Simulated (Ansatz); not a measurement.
**BrCdH3OSi: basis-set convergence**

An exercise on one series of results from a longer session: the logs are not shown, and one member is left open.

Computed with Ansatz 0.2.0, Gaussian basis. Level: one geometry, several basis sets.

Plan: PBE0-D4/def2-SVP; ωB97M-V/def2-SVP; PBE0-D4/def2-QZVPP; ωB97M-V/def2-QZVPP; the functionals' def2-TZVPP values are taken from earlier runs.

1 further run of the same task is left out (for a known fault of the program).

### The relaxed structure

An earlier PBE0-D4 in a triple-zeta def2 set relaxation fixed the geometry. Cd takes the def2 core potential; no spin-orbit term is included.

SMILES `[SiH3][O][Cd][Br]`, 7 atoms, charge 0, spin multiplicity 1.

Atoms are counted from 1 here; the program's logs count them from 0.

Bond lengths: Si1–O2 1.626 Å, Si1–H5 1.487 Å, Si1–H6 1.493 Å, Si1–H7 1.493 Å, O2–Cd3 1.957 Å, Cd3–Br4 2.387 Å. Angles: O2–Si1–H5 109.0°, O2–Si1–H6 111.9°, O2–Si1–H7 111.9°, H5–Si1–H6 108.5°, H5–Si1–H7 108.5°, H6–Si1–H7 107.0°, Si1–O2–Cd3 135.7°, O2–Cd3–Br4 177.1°.

Set-up of the first run:

File in.yaml:

```yaml
crystal:
  periodic: [false, false, false]
  atoms:
    - {symbol: Si, position_ang: [-0.466440, 1.002154, 0.647581]}
    - {symbol: O, position_ang: [-0.185288, -0.591837, 0.491744]}
    - {symbol: Cd, position_ang: [0.663127, -1.740667, -0.846046]}
    - {symbol: Br, position_ang: [1.673074, -3.237802, -2.407128]}
    - {symbol: H, position_ang: [-1.178430, 1.245616, 1.930444]}
    - {symbol: H, position_ang: [0.800755, 1.792414, 0.651709]}
    - {symbol: H, position_ang: [-1.306787, 1.530123, -0.468304]}
basis:
  gaussian: {orbitals: def2-SVP}
hamiltonian: {xc: pbe0, dispersion: d4}
output: {orbitals: {seedname: orbitals}}
```

Started as:

```bash
ansatz run in.yaml --threads 4 --pin off --events-out ev --progress --plain --max-ram 10444MiB
```

Among the steps run: PBE0-D4 in def2-SVP; ωB97M-V in def2-SVP; PBE0-D4 in def2-QZVPP; ωB97M-V in def2-QZVPP.

One of the session's tables, all rows but one given; the rest of the session is left out.

It belongs to the step «Density functionals: the series». 

| functional | basis | HOMO (eV) | LUMO (eV) |
| --- | --- | --- | --- |
| PBE0-D4 | def2-SVP | -8.12 | -2.04 |
| PBE0-D4 | def2-TZVPP | ? | ? |
| PBE0-D4 | def2-QZVPP | -8.27 | -2.17 |
| ωB97M-V | def2-SVP | -10.36 | -0.19 |
| ωB97M-V | def2-TZVPP | -10.53 | -0.37 |
| ωB97M-V | def2-QZVPP | -10.55 | -0.49 |

Q: Estimate the row for PBE0-D4, def2-TZVPP from the others.

**Answer.** HOMO (eV): -8.25; LUMO (eV): -2.16. In the column «HOMO (eV)» it lies between PBE0-D4, def2-QZVPP (-8.27) and PBE0-D4, def2-SVP (-8.12).
